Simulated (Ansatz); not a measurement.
Here is an Ansatz 0.2.0 calculation.

File run.py:

```python
import json

import ase.io
import numpy as np
import spglib

import ansatz as az

atoms = ase.io.read("ZrB.cif")
cell, frac, numbers = spglib.find_primitive((atoms.cell[:], atoms.get_scaled_positions(), atoms.numbers), symprec=1e-5)
atoms = ase.Atoms(numbers, cell=cell, scaled_positions=frac, pbc=True)

calculation = (
    az.Crystal.from_ase(atoms)
    .calculation()
    .kpoints(10, 10, 10)
    .functional("pbesol", dispersion="d3bj")
    .pseudopotentials(kind="paw_fr")
    .hubbard(double_counting="fll")
    .hubbard("Zr", "d", u_eff=3.0)
    .spin("noncollinear", soc=True)
    .scf(extra_bands=6)
    .occupations(method="fermi_dirac", width=0.1)
    .density()
    .potential()
    .output_files(volumetric_format="npy")
    .electron_localization_function()
    .density_of_states(energy_step=0.05, projected=False, nscf_kmesh=(15, 15, 15))
    .forces()
    .stress()
    .band_table(publish=True)
)
outcome = calculation.run(threads=2, events_out="events.jsonl")

report = outcome.report
for line in open("events.jsonl"):
    event = json.loads(line)
    if event["event"] == "scf_iter":
        d = event["data"]
        print(f"SCF {d['iter']:3d}  HF = {d['harris_foulkes_ev']:.6f} eV  dr2 = {d['dr2_ev']:.2e} eV")
    elif event["event"] in ("relax_step", "md_step"):
        d = event["data"]
        print(f"{event['event']} {d['step']:3d}  E = {d['lagrangian_ev']:.6f} eV")
np.set_printoptions(precision=5, suppress=True, linewidth=110)
print("converged:", report["converged"], "after", report["n_iterations"], "iterations")
print(f"free energy {report['free_energy_ev']:.6f} eV, Fermi level {report['fermi_energy_ev']:.4f} eV")
for key in ("band_edges_ev", "magnetization_mub", "site_moments_mub", "site_moments_nc_mub", "forces_ev_ang",
                "stress_gpa", "kpoints_frac", "eigenvalues_ev"):
    if report.get(key) is not None:
        print(key, np.array(report[key]), sep="\n")
```

ZrB.cif

```cif
data_ZrB
_cell_length_a 4.65000000
_cell_length_b 4.65000000
_cell_length_c 4.65000000
_cell_angle_alpha 90.00000000
_cell_angle_beta 90.00000000
_cell_angle_gamma 90.00000000
_space_group_name_H-M_alt 'Fm-3m'
_space_group_name_Hall '-F 4 2 3'
_space_group_IT_number 225
loop_
_space_group_symop_operation_xyz
'x,y,z'
'-x,-y,-z'
'-y,x,z'
'y,-x,-z'
'-x,-y,z'
'x,y,-z'
'y,-x,z'
'-y,x,-z'
'x,-y,-z'
'-x,y,z'
'-y,-x,-z'
'y,x,z'
'-x,y,-z'
'x,-y,z'
'y,x,-z'
'-y,-x,z'
'z,x,y'
'-z,-x,-y'
'z,-y,x'
'-z,y,-x'
'z,-x,-y'
'-z,x,y'
'z,y,-x'
'-z,-y,x'
'-z,x,-y'
'z,-x,y'
'-z,-y,-x'
'z,y,x'
'-z,-x,y'
'z,x,-y'
'-z,y,x'
'z,-y,-x'
'y,z,x'
'-y,-z,-x'
'x,z,-y'
'-x,-z,y'
'-y,z,-x'
'y,-z,x'
'-x,z,y'
'x,-z,-y'
'-y,-z,x'
'y,z,-x'
'-x,-z,-y'
'x,z,y'
'y,-z,-x'
'-y,z,x'
'x,-z,y'
'-x,z,-y'
'x,y+1/2,z+1/2'
'-x,-y+1/2,-z+1/2'
'-y,x+1/2,z+1/2'
'y,-x+1/2,-z+1/2'
'-x,-y+1/2,z+1/2'
'x,y+1/2,-z+1/2'
'y,-x+1/2,z+1/2'
'-y,x+1/2,-z+1/2'
'x,-y+1/2,-z+1/2'
'-x,y+1/2,z+1/2'
'-y,-x+1/2,-z+1/2'
'y,x+1/2,z+1/2'
'-x,y+1/2,-z+1/2'
[... 41 lines left out ...]
'y+1/2,-x,z+1/2'
'-y+1/2,x,-z+1/2'
'x+1/2,-y,-z+1/2'
'-x+1/2,y,z+1/2'
'-y+1/2,-x,-z+1/2'
'y+1/2,x,z+1/2'
'-x+1/2,y,-z+1/2'
'x+1/2,-y,z+1/2'
'y+1/2,x,-z+1/2'
'-y+1/2,-x,z+1/2'
'z+1/2,x,y+1/2'
'-z+1/2,-x,-y+1/2'
'z+1/2,-y,x+1/2'
'-z+1/2,y,-x+1/2'
'z+1/2,-x,-y+1/2'
'-z+1/2,x,y+1/2'
'z+1/2,y,-x+1/2'
'-z+1/2,-y,x+1/2'
'-z+1/2,x,-y+1/2'
'z+1/2,-x,y+1/2'
'-z+1/2,-y,-x+1/2'
'z+1/2,y,x+1/2'
'-z+1/2,-x,y+1/2'
'z+1/2,x,-y+1/2'
'-z+1/2,y,x+1/2'
'z+1/2,-y,-x+1/2'
'y+1/2,z,x+1/2'
'-y+1/2,-z,-x+1/2'
'x+1/2,z,-y+1/2'
'-x+1/2,-z,y+1/2'
'-y+1/2,z,-x+1/2'
'y+1/2,-z,x+1/2'
'-x+1/2,z,y+1/2'
'x+1/2,-z,-y+1/2'
'-y+1/2,-z,x+1/2'
'y+1/2,z,-x+1/2'
'-x+1/2,-z,-y+1/2'
'x+1/2,z,y+1/2'
'y+1/2,-z,-x+1/2'
'-y+1/2,z,x+1/2'
'x+1/2,-z,y+1/2'
'-x+1/2,z,-y+1/2'
'x+1/2,y+1/2,z'
'-x+1/2,-y+1/2,-z'
'-y+1/2,x+1/2,z'
'y+1/2,-x+1/2,-z'
'-x+1/2,-y+1/2,z'
'x+1/2,y+1/2,-z'
'y+1/2,-x+1/2,z'
'-y+1/2,x+1/2,-z'
'x+1/2,-y+1/2,-z'
'-x+1/2,y+1/2,z'
'-y+1/2,-x+1/2,-z'
'y+1/2,x+1/2,z'
'-x+1/2,y+1/2,-z'
'x+1/2,-y+1/2,z'
'y+1/2,x+1/2,-z'
'-y+1/2,-x+1/2,z'
'z+1/2,x+1/2,y'
'-z+1/2,-x+1/2,-y'
'z+1/2,-y+1/2,x'
'-z+1/2,y+1/2,-x'
'z+1/2,-x+1/2,-y'
'-z+1/2,x+1/2,y'
'z+1/2,y+1/2,-x'
'-z+1/2,-y+1/2,x'
'-z+1/2,x+1/2,-y'
'z+1/2,-x+1/2,y'
'-z+1/2,-y+1/2,-x'
'z+1/2,y+1/2,x'
'-z+1/2,-x+1/2,y'
'z+1/2,x+1/2,-y'
'-z+1/2,y+1/2,x'
'z+1/2,-y+1/2,-x'
'y+1/2,z+1/2,x'
'-y+1/2,-z+1/2,-x'
'x+1/2,z+1/2,-y'
'-x+1/2,-z+1/2,y'
'-y+1/2,z+1/2,-x'
'y+1/2,-z+1/2,x'
'-x+1/2,z+1/2,y'
'x+1/2,-z+1/2,-y'
'-y+1/2,-z+1/2,x'
'y+1/2,z+1/2,-x'
'-x+1/2,-z+1/2,-y'
'x+1/2,z+1/2,y'
'y+1/2,-z+1/2,-x'
'-y+1/2,z+1/2,x'
'x+1/2,-z+1/2,y'
'-x+1/2,z+1/2,-y'
loop_
_atom_site_label
_atom_site_type_symbol
_atom_site_symmetry_multiplicity
_atom_site_Wyckoff_symbol
_atom_site_fract_x
_atom_site_fract_y
_atom_site_fract_z
_atom_site_occupancy
Zr1 Zr 4 a 0.0000000000 0.0000000000 0.0000000000 1
B1 B 4 b 0.5000000000 0.0000000000 0.0000000000 1
```

Potentials or basis: as the typed override names.

Run with:

```sh
$ python run.py
```

Question: Predict the density of states at the Fermi level.

Answer: 1.01 states/eV per cell.

Question: What does it give for the band gap on the k mesh?

Answer: None (metal or under the smearing width).

Question: Predict the pressure.

Answer: 28.3 GPa.

Question: Estimate the net moment.

Answer: 0.00 μB per cell.

States per cell in windows of 1 eV (zero at the Fermi level; states under -8 eV left out):
```tsv
from (eV)	total
-8.0	0.14
-7.0	0.45
-6.0	1.01
-5.0	0.38
-4.0	0.20
-3.0	0.85
-2.0	1.05
-1.0	2.85
0.0	0.73
1.0	0.33
2.0	0.51
3.0	0.70
4.0	0.91
5.0	1.19
6.0	1.06
7.0	0.62
```

Caveat: a pressure of tens of GPa on the cell as given is suspect, and the run, the potentials or the cell itself is likely at fault; pairwise dispersion overbinds metals, which lowers pressure and volume; the U is typed as a test and isn't derived for this compound. The state reached can hang on the start; a lower one may exist.
